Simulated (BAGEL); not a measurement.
# CH5BFO− (SMILES CO[BH2-]F): HF/cc-pVDZ (density fitting with qzvpp-jkfit)

What is the energy change on altering one bond length of CH5BFO− at HF/cc-pVDZ (density fitting with qzvpp-jkfit)? 

The results are computed with BAGEL 1.2.2.

6 further runs of the same task are left out: 5 that didn't finish, 1 set aside as unsound or not needed. Runs told in other sessions of the task aren't counted.

### 1 The structure to begin with

CH5BFO−: 9 atoms, total charge -1, spin state singlet. SMILES: `CO[BH2-]F`. Geometry: relaxed at GFN2-xTB. This is one conformer, not always the lowest.

Bond lengths: C1–O2 1.375 Å, O2–B3 1.492 Å, B3–F4 1.445 Å, C1–H5 1.108 Å, C1–H6 1.102 Å, C1–H7 1.103 Å, B3–H8 1.234 Å, B3–H9 1.212 Å. Some angles: C1–O2–B3 114.4°, O2–B3–F4 109.8°, O2–C1–H5 112.1°, O2–C1–H6 109.0°, O2–C1–H7 112.4°, O2–B3–H8 111.2°, O2–B3–H9 107.1°, F4–B3–H8 106.9°, F4–B3–H9 108.7°, H5–C1–H6 108.1°.

### 2 A single-point energy at HF/cc-pVDZ (density fitting with qzvpp-jkfit)

The input, input.json:

```json
{ "bagel": [

{
  "title": "molecule",
  "basis": "cc-pvdz.json",
  "df_basis": "qzvpp-jkfit",
  "angstrom": true,
  "geometry": [
    { "atom": "C", "xyz": [      -0.702570,       0.883720,      -0.421190 ] },
    { "atom": "O", "xyz": [      -0.021970,       0.477570,       0.702640 ] },
    { "atom": "B", "xyz": [       0.667880,      -0.838030,       0.563600 ] },
    { "atom": "F", "xyz": [       1.697590,      -0.745800,      -0.445380 ] },
    { "atom": "H", "xyz": [      -1.503990,       0.172220,      -0.702480 ] },
    { "atom": "H", "xyz": [      -1.167310,       1.863550,      -0.225200 ] },
    { "atom": "H", "xyz": [      -0.042160,       0.986670,      -1.299070 ] },
    { "atom": "H", "xyz": [      -0.116840,      -1.717360,       0.197160 ] },
    { "atom": "H", "xyz": [       1.189360,      -1.082540,       1.629940 ] }
  ]
},

{ "title": "hf", "charge": -1 },

{ "title": "print", "file": "orbitals.molden", "orbitals": true }

]}
```

The basis set cc-pVDZ is read from a file made from the Basis Set Exchange's data (not shown).

Command:

```console
$ BAGEL_NUM_THREADS=1 BAGEL input.json > input.out
```

The log of the run:

```text
* using 1 threads per process

  ===============================================================
  ===============================================================

  *** Geometry ***

  { "atom" : "C", "xyz" : [     -1.327665,      1.669989,     -0.795934 ] },
  { "atom" : "O", "xyz" : [     -0.041517,      0.902477,      1.327797 ] },
  { "atom" : "B", "xyz" : [      1.262110,     -1.583647,      1.065050 ] },
  { "atom" : "F", "xyz" : [      3.207980,     -1.409358,     -0.841646 ] },
  { "atom" : "H", "xyz" : [     -2.842129,      0.325449,     -1.327495 ] },
  { "atom" : "H", "xyz" : [     -2.205896,      3.521599,     -0.425566 ] },
  { "atom" : "H", "xyz" : [     -0.079671,      1.864536,     -2.454887 ] },
  { "atom" : "H", "xyz" : [     -0.220796,     -3.245340,      0.372578 ] },
  { "atom" : "H", "xyz" : [      2.247565,     -2.045704,      3.080140 ] },

  Number of auxiliary basis functions:      394

  Since a DF basis is specified, we compute 2- and 3-index integrals:
    o Being stored without compression. Storage requirement is 0.021 GB

  Number of basis functions:       81
  Number of electrons      :       33

    * METHOD: MOLECULE                             0.26

  *** RHF ***

  === Nuclear Repulsion ===
   120.2039782634

      * DIIS with orbital gradients will be used.

  === RHF iteration (cc-pvdz.json) ===
      0       -239.58106507          0.01804022           0.05
      1       -239.76555449          0.01102138           0.05
      2       -239.84116106          0.00149324           0.05
      3       -239.84297466          0.00050780           0.05
      4       -239.84310670          0.00010229           0.05
      5       -239.84311439          0.00003636           0.05
      6       -239.84311559          0.00001356           0.05
      7       -239.84311580          0.00000316           0.05
      8       -239.84311580          0.00000151           0.05
      9       -239.84311581          0.00000042           0.05
     10       -239.84311581          0.00000019           0.05
     11       -239.84311581          0.00000005           0.05
     12       -239.84311581          0.00000002           0.05
     13       -239.84311581          0.00000001           0.05
    * SCF iteration converged.

    * Permanent dipole moment:
           (    0.718372,    -1.014670,     0.787897) a.u.

    * METHOD: HF                                   0.92

    * METHOD: PRINT                                0.02

  ===============================================================
```

It took 1.4 s on 1 thread of Arm Neoverse N1, shared host; peak memory 0.092 GiB.

### 3 The distorted shape at the same level

The input, hf.json:

```json
{ "bagel": [

{
  "title": "molecule",
  "basis": "cc-pvdz.json",
  "df_basis": "qzvpp-jkfit",
  "angstrom": true,
  "geometry": [
    { "atom": "C", "xyz": [      -1.119755,       1.079328,      -1.274263 ] },
    { "atom": "O", "xyz": [      -0.439155,       0.673178,      -0.150433 ] },
    { "atom": "B", "xyz": [       0.250695,      -0.642422,      -0.289473 ] },
    { "atom": "F", "xyz": [       1.280405,      -0.550192,      -1.298453 ] },
    { "atom": "H", "xyz": [      -1.921175,       0.367828,      -1.555553 ] },
    { "atom": "H", "xyz": [      -1.584495,       2.059158,      -1.078273 ] },
    { "atom": "H", "xyz": [      -0.459345,       1.182278,      -2.152143 ] },
    { "atom": "H", "xyz": [      -0.534025,      -1.521752,      -0.655913 ] },
    { "atom": "H", "xyz": [       1.189360,      -1.082540,       1.629940 ] }
  ]
},

{
  "title": "hf",
  "charge": -1
},

{
  "title": "print",
  "file": "orbitals.molden",
  "orbitals": true
}

]}
```

The basis set cc-pVDZ is read from a file made from the Basis Set Exchange's data (not shown).

Command:

```console
$ BAGEL_NUM_THREADS=1 BAGEL hf.json > hf.out
```

The log of the run:

```text
* using 1 threads per process

  ===============================================================
  ===============================================================

  *** Geometry ***

  { "atom" : "C", "xyz" : [     -2.116030,      2.039634,     -2.408008 ] },
  { "atom" : "O", "xyz" : [     -0.829883,      1.272122,     -0.284277 ] },
  { "atom" : "B", "xyz" : [      0.473745,     -1.214002,     -0.547025 ] },
  { "atom" : "F", "xyz" : [      2.419615,     -1.039712,     -2.453721 ] },
  { "atom" : "H", "xyz" : [     -3.630495,      0.695094,     -2.939569 ] },
  { "atom" : "H", "xyz" : [     -2.994262,      3.891245,     -2.037641 ] },
  { "atom" : "H", "xyz" : [     -0.868036,      2.234182,     -4.066961 ] },
  { "atom" : "H", "xyz" : [     -1.009161,     -2.875695,     -1.239496 ] },
  { "atom" : "H", "xyz" : [      2.247565,     -2.045704,      3.080140 ] },

  Number of auxiliary basis functions:      394

  Since a DF basis is specified, we compute 2- and 3-index integrals:
    o Being stored without compression. Storage requirement is 0.021 GB

  Number of basis functions:       81
  Number of electrons      :       33

    * METHOD: MOLECULE                             0.26

  *** RHF ***

  === Nuclear Repulsion ===
   117.7683403813

      * DIIS with orbital gradients will be used.

  === RHF iteration (cc-pvdz.json) ===
      0       -239.49834181          0.01747300           0.06
      1       -239.67829215          0.01124169           0.06
      2       -239.75882573          0.00153654           0.05
      3       -239.76106446          0.00045594           0.05
      4       -239.76120922          0.00011067           0.05
      5       -239.76122163          0.00004014           0.05
      6       -239.76122334          0.00001780           0.05
      7       -239.76122374          0.00000338           0.05
      8       -239.76122376          0.00000140           0.05
      9       -239.76122376          0.00000040           0.05
     10       -239.76122376          0.00000015           0.05
     11       -239.76122376          0.00000004           0.05
     12       -239.76122376          0.00000001           0.05
     13       -239.76122376          0.00000001           0.05
    * SCF iteration converged.

    * Permanent dipole moment:
           (    1.544339,    -1.432511,     2.327100) a.u.

    * METHOD: HF                                   0.95

    * METHOD: PRINT                                0.02

  ===============================================================
```

Run time: 1.4 s. Hardware: 1 thread of Arm Neoverse N1, shared host; peak memory 0.092 GiB.

### 4 Results

At HF/cc-pVDZ (density fitting with qzvpp-jkfit):

```
                                                              quantity          value
                                             first shape: total energy  -239.84312 Eh
                                              first shape: HOMO energy       -4.84 eV
                                              first shape: LUMO energy        9.82 eV
    first shape: HOMO–LUMO gap (to an unbound level, set by the basis)       14.66 eV
                                         distorted shape: total energy  -239.76122 Eh
                                          distorted shape: HOMO energy       -2.97 eV
                                          distorted shape: LUMO energy        9.00 eV
distorted shape: HOMO–LUMO gap (to an unbound level, set by the basis)       11.98 eV
     energy change with the B3–H9 bond stretched from 1.212 to 2.181 Å       2.228 eV
```

What this shows: With the B3–H9 bond stretched from 1.212 to 2.181 Å the energy rises by 2.23 eV (215 kJ/mol). The first shape isn't relaxed at this level, so the change isn't measured from a minimum.
